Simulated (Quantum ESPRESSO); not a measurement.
# Pt in Quantum ESPRESSO: further runs

One sheet, Pt, is run at these levels: AM05, BLYP; tasks: work function.

Everything below comes from runs of Quantum ESPRESSO 7.5. Logs are shortened: lines on timing, memory, paths and dates and some standing lists are left out, and cuts for length are marked.

## (1) Starting point

The cell holds a sheet with vacuum, 1 atom: a = 2.523 Å, b = 2.523 Å, c = 23.800 Å, α = 90.00°, β = 90.00°, γ = 90.00°.

The cell was built by a generator and needn't be a form met in nature.

## (2) Work function, AM05

The input, pw.in:

```
&CONTROL
  calculation = 'scf'
  prefix = 'pwscf'
  outdir = './tmp'
  pseudo_dir = './pseudo'
  tprnfor = .true.
  disk_io = 'low'
/
&SYSTEM
  ibrav = 0
  celldm(1) = 8
  nat = 1
  ntyp = 1
  ecutwfc = 70
  nbnd = 15
  input_dft = 'XC-000I-000I-120L-135L-000I-000I'
  occupations = 'smearing'
  smearing = 'fd'
  degauss = 0.00367493
/
&ELECTRONS
  conv_thr = 1d-09
  electron_maxstep = 150
  mixing_beta = 0.3
  mixing_mode = 'local-TF'
/
ATOMIC_SPECIES
Pt   195.0840 Pt_ONCV_PBE-1.2.upf
CELL_PARAMETERS alat
  0.5959912738151  -0.0000000000000   0.0000000000000
 -0.0000000000000   0.5959912738151   0.0000000000000
  0.0000000000000   0.0000000000000   5.6219352207617
ATOMIC_POSITIONS crystal
Pt     0.0000000000    0.0000000000    0.2941200000
K_POINTS automatic
10 10 1 0 0 0
```

The input, pp_density.in:

```
&INPUTPP
  prefix = 'pwscf'
  outdir = './tmp'
  filplot = 'density.dat'
  plot_num = 0
/
&PLOT
  nfile = 1
  filepp(1) = 'density.dat'
  iflag = 3
  output_format = 6
  fileout = 'density.cube'
/
```

The input, pp_potential.in:

```
&INPUTPP
  prefix = 'pwscf'
  outdir = './tmp'
  filplot = 'potential.dat'
  plot_num = 11
/
&PLOT
  nfile = 1
  filepp(1) = 'potential.dat'
  iflag = 3
  output_format = 6
  fileout = 'potential.cube'
/
```

The input, pp_elf.in:

```
&INPUTPP
  prefix = 'pwscf'
  outdir = './tmp'
  filplot = 'elf.dat'
  plot_num = 8
/
&PLOT
  nfile = 1
  filepp(1) = 'elf.dat'
  iflag = 3
  output_format = 6
  fileout = 'elf.cube'
/
```

Potentials or basis: SG15 PBE 1.2.

Launch:

```sh
$ OMP_NUM_THREADS=1 mpirun -n 2 pw.x -nk 2 -in pw.in > pw.out
$ OMP_NUM_THREADS=1 mpirun -n 1 pp.x -in pp_density.in > pp_density.out
$ OMP_NUM_THREADS=1 mpirun -n 1 pp.x -in pp_potential.in > pp_potential.out
$ OMP_NUM_THREADS=1 mpirun -n 1 pp.x -in pp_elf.in > pp_elf.out
```

pw.out:

```text
This program is part of the open-source Quantum ESPRESSO suite
     for quantum simulation of materials; please cite
         "P. Giannozzi et al., J. Phys.:Condens. Matter 21 395502 (2009);
         "P. Giannozzi et al., J. Phys.:Condens. Matter 29 465901 (2017);
         "P. Giannozzi et al., J. Chem. Phys. 152 154105 (2020);
     in publications or presentations arising from this work. More details at

     IMPORTANT: XC functional enforced from input :
     Exchange-correlation= XC-000I-000I-120L-135L-000I-000I
                           (   0   0 120 135   0   0   0)
     Any further DFT definition will be discarded
     Please, verify this is what you really want

     Message from routine setup:
[... 7 lines left out ...]
     --------------------
     sticks:   dense  smooth     PW     G-vecs:    dense   smooth      PW
     Sum         505     505    149                80975    80975   13705

     Using Slab Decomposition

     bravais-lattice index     =            0
     lattice parameter (alat)  =       8.0000  a.u.
     unit-cell volume          =    1022.4347 (a.u.)^3
     number of atoms/cell      =            1
     number of atomic types    =            1
     number of electrons       =        18.00
     number of Kohn-Sham states=           15
     kinetic-energy cutoff     =      70.0000  Ry
     charge density cutoff     =     280.0000  Ry
     scf convergence threshold =      1.0E-09
     mixing beta               =       0.3000
     number of iterations used =            8  local-TF  mixing
     Exchange-correlation= XC-000I-000I-120L-135L-000I-000I
                           (   0   0 120 135   0   0   0)

     celldm(1)=   8.000000  celldm(2)=   0.000000  celldm(3)=   0.000000
     celldm(4)=   0.000000  celldm(5)=   0.000000  celldm(6)=   0.000000

     crystal axes: (cart. coord. in units of alat)
               a(1) = (   0.595991  -0.000000   0.000000 )
               a(2) = (  -0.000000   0.595991   0.000000 )
               a(3) = (   0.000000   0.000000   5.621935 )

     reciprocal axes: (cart. coord. in units 2 pi/alat)
               b(1) = (  1.677877  0.000000 -0.000000 )
               b(2) = (  0.000000  1.677877 -0.000000 )
               b(3) = ( -0.000000 -0.000000  0.177875 )

     PseudoPot. # 1 for Pt read from file:
     Pt_ONCV_PBE-1.2.upf
     Pseudo is Norm-conserving, Zval = 18.0
     Generated using ONCVPSP code by D. R. Hamann
     Using radial grid of  602 points,  8 beta functions with:
                l(1) =   0
                l(2) =   0
                l(3) =   1
                l(4) =   1
                l(5) =   2
                l(6) =   2
                l(7) =   3
                l(8) =   3

     atomic species   valence    mass     pseudopotential
     Pt               18.00   195.08400     Pt( 1.00)

      8 Sym. Ops. (no inversion) found

   Cartesian axes

     site n.     atom                  positions (alat units)
         1        Pt     tau(   1) = (   0.0000000   0.0000000   1.6535236  )

     number of k points=    21  Fermi-Dirac smearing, width (Ry)=  0.0037
                       cart. coord. in units 2pi/alat
        k(    1) = (   0.0000000   0.0000000   0.0000000), wk =   0.0200000
        k(    2) = (   0.0000000   0.1677877   0.0000000), wk =   0.0800000
        k(    3) = (   0.0000000   0.3355754   0.0000000), wk =   0.0800000
        k(    4) = (   0.0000000   0.5033631   0.0000000), wk =   0.0800000
        k(    5) = (   0.0000000   0.6711508   0.0000000), wk =   0.0800000
        k(    6) = (   0.0000000  -0.8389385   0.0000000), wk =   0.0400000
[... 13 lines left out ...]
        k(   20) = (   0.6711508  -0.8389385   0.0000000), wk =   0.0800000
        k(   21) = (  -0.8389385  -0.8389385   0.0000000), wk =   0.0200000

     Dense  grid:    80975 G-vectors     FFT dimensions: (  25,  25, 240)

     WARNING: libxc functional with ID  120 depends
      on external parameters: check the user_guide of
      QE if you need to modify them or to check their
      default values.

     WARNING: libxc functional with ID  135 depends
      on external parameters: check the user_guide of
      QE if you need to modify them or to check their
      default values.

     Initial potential from superposition of free atoms

     starting charge      17.9731, renormalised to      18.0000

     negative rho (up, down):  2.111E-04 0.000E+00
     Starting wfcs are random

     Self-consistent Calculation

     iteration #  1     ecut=    70.00 Ry     beta= 0.30
     Davidson diagonalization with overlap
     ethr =  1.00E-02,  avg # of iterations = 11.9

     Threshold (ethr) on eigenvalues was too large:
     Diagonalizing with lowered threshold

     Davidson diagonalization with overlap
     ethr =  8.39E-05,  avg # of iterations =  8.2

     negative rho (up, down):  1.662E-05 0.000E+00
[... 102 lines left out ...]
     iteration # 14     ecut=    70.00 Ry     beta= 0.30
     Davidson diagonalization with overlap
     ethr =  1.34E-11,  avg # of iterations =  4.9

     End of self-consistent calculation

          k = 0.0000 0.0000 0.0000 ( 10087 PWs)   bands (ev):

  -101.3047 -55.1627 -55.1627 -54.9419 -10.5938  -9.2364  -5.5699  -3.2973
    -3.2973  -2.3392  -1.5413   2.6526   2.9546   3.0546   3.8930
[... 18 lines left out ...]
  -101.2667 -55.7748 -55.1112 -54.8803  -8.8297  -6.9692  -4.6653  -4.3669
    -3.1297  -2.9511   3.2329   4.5733   6.3290   6.7218   6.7426

          k = 0.0000-0.8389 0.0000 ( 10192 PWs)   bands (ev):

  -101.2626 -55.8372 -55.1057 -54.8738  -8.7034  -7.2073  -4.8677  -4.2010
    -2.9132  -1.5318   2.9973   4.1355   7.6534   8.1176   8.5471

          k = 0.1678 0.1678 0.0000 ( 10131 PWs)   bands (ev):
[... 16 lines left out ...]
  -101.2627 -55.7677 -55.1759 -54.8741  -8.3079  -6.8897  -5.5374  -4.2879
    -3.4208  -2.3991   3.6936   4.8829   6.5628   6.9572   6.9926

          k = 0.1678-0.8389 0.0000 ( 10152 PWs)   bands (ev):

  -101.2587 -55.8300 -55.1702 -54.8676  -8.1668  -7.1251  -5.6976  -4.1227
    -3.3723  -0.6359   3.0549   4.6480   7.8262   8.3866   8.7786

          k = 0.3356 0.3356 0.0000 ( 10123 PWs)   bands (ev):
[... 11 lines left out ...]
  -101.2524 -55.7492 -55.3432 -54.8578  -7.1839  -6.6751  -6.4494  -4.4228
    -4.0735  -1.4106   4.7635   5.6782   7.2636   7.6618   7.7284

          k = 0.3356-0.8389 0.0000 ( 10090 PWs)   bands (ev):

  -101.2484 -55.8110 -55.3371 -54.8514  -7.0777  -6.9023  -6.6330  -4.3630
    -3.9027   0.9636   3.2237   5.8647   8.3056   9.1601   9.4711

          k = 0.5034 0.5034 0.0000 ( 10075 PWs)   bands (ev):
[... 6 lines left out ...]
  -101.2395 -55.7262 -55.5462 -54.8376  -8.0582  -6.3973  -5.4036  -4.5312
    -3.7222  -0.4281   6.1166   6.6037   8.4161   8.8268   8.9280

          k = 0.5034-0.8389 0.0000 ( 10056 PWs)   bands (ev):

  -101.2356 -55.7875 -55.5395 -54.8313  -8.2584  -6.6096  -5.3434  -4.4598
    -3.4828   2.5569   3.5030   7.4090   8.9403  10.3502  10.6161

          k = 0.6712 0.6712 0.0000 ( 10029 PWs)   bands (ev):

  -101.2292 -55.7094 -55.7056 -54.8212  -8.7743  -6.2158  -6.0179  -3.6895
    -2.2799   1.1320   6.4615   7.6539   9.9360  10.4026  10.5769

          k = 0.6712-0.8389 0.0000 ( 10050 PWs)   bands (ev):

  -101.2252 -55.7684 -55.7004 -54.8149  -9.0246  -6.3565  -6.0181  -3.5833
    -1.6110   3.8634   3.9516   9.0995   9.4209  11.0097  11.6353

          k =-0.8389-0.8389 0.0000 ( 10032 PWs)   bands (ev):

  -101.2212 -55.7611 -55.7611 -54.8087  -9.2887  -6.2556  -6.2556  -3.4638
    -0.3828   4.4231   4.4231   9.1835   9.5592  10.2051  11.8269

     the Fermi energy is    -3.3725 ev

!    total energy              =    -242.24092721 Ry
     estimated scf accuracy    <          3.8E-10 Ry
     smearing contrib. (-TS)   =      -0.00121921 Ry
     internal energy E=F+TS    =    -242.23970800 Ry

     The total energy is F=E-TS. E is the sum of the following terms:
     one-electron contribution =   -1237.66499410 Ry
     hartree contribution      =     611.97877168 Ry
     xc contribution           =     -22.77313590 Ry
     ewald contribution        =     406.21965032 Ry

     convergence has been achieved in  14 iterations

     Forces acting on atoms (cartesian axes, Ry/au):

     atom    1 type  1   force =     0.00000000    0.00000000    0.00000000

     Total force =     0.000000     Total SCF correction =     0.000035

=------------------------------------------------------------------------------=
   JOB DONE.
=------------------------------------------------------------------------------=
```

pp_density.out:

```text
This program is part of the open-source Quantum ESPRESSO suite
     for quantum simulation of materials; please cite
         "P. Giannozzi et al., J. Phys.:Condens. Matter 21 395502 (2009);
         "P. Giannozzi et al., J. Phys.:Condens. Matter 29 465901 (2017);
         "P. Giannozzi et al., J. Chem. Phys. 152 154105 (2020);
     in publications or presentations arising from this work. More details at

     WARNING: libxc functional with ID  120 depends
      on external parameters: check the user_guide of
      QE if you need to modify them or to check their
      default values.

     WARNING: libxc functional with ID  135 depends
      on external parameters: check the user_guide of
      QE if you need to modify them or to check their
      default values.

     IMPORTANT: XC functional enforced from input :
     Exchange-correlation= XC-000I-000I-120L-135L-000I-000I
                           (   0   0 120 135   0   0   0)
     Any further DFT definition will be discarded
     Please, verify this is what you really want

     G-vector sticks info
     --------------------
     sticks:   dense  smooth     PW     G-vecs:    dense   smooth      PW
     Sum         505     505    149                80975    80975   13705

     Using Slab Decomposition

     Calling punch_plot, plot_num =   0
     Writing data to file  density.dat
     Reading data from file  density.dat

     Writing data to be plotted to file density.cube
     Plot Type: 3D                     Output format: Gaussian cube

=------------------------------------------------------------------------------=
   JOB DONE.
=------------------------------------------------------------------------------=
```

pp_potential.out:

```text
This program is part of the open-source Quantum ESPRESSO suite
     for quantum simulation of materials; please cite
         "P. Giannozzi et al., J. Phys.:Condens. Matter 21 395502 (2009);
         "P. Giannozzi et al., J. Phys.:Condens. Matter 29 465901 (2017);
         "P. Giannozzi et al., J. Chem. Phys. 152 154105 (2020);
     in publications or presentations arising from this work. More details at

     WARNING: libxc functional with ID  120 depends
      on external parameters: check the user_guide of
      QE if you need to modify them or to check their
      default values.

     WARNING: libxc functional with ID  135 depends
      on external parameters: check the user_guide of
      QE if you need to modify them or to check their
      default values.

     IMPORTANT: XC functional enforced from input :
     Exchange-correlation= XC-000I-000I-120L-135L-000I-000I
                           (   0   0 120 135   0   0   0)
     Any further DFT definition will be discarded
     Please, verify this is what you really want

     G-vector sticks info
     --------------------
     sticks:   dense  smooth     PW     G-vecs:    dense   smooth      PW
     Sum         505     505    149                80975    80975   13705

     Using Slab Decomposition

     Calling punch_plot, plot_num =  11
     Writing data to file  potential.dat
     Reading data from file  potential.dat

     Writing data to be plotted to file potential.cube
     Plot Type: 3D                     Output format: Gaussian cube

=------------------------------------------------------------------------------=
   JOB DONE.
=------------------------------------------------------------------------------=
```

Run time: 40 s. Hardware: 2 MPI ranks of Intel Xeon 6975P-C (Granite Rapids), shared host; peak memory 0.3 GiB.

Results:

```
Free energy                     : -3295.8557 eV
Band gap on the k mesh          : none (metal or under the smearing width)
Work function of the upper face : 6.27 eV
Work function of the lower face : 6.27 eV
```

 Spin-orbit coupling is left out, which matters for the levels of Pt.

(Continued in part 2 of 2.)
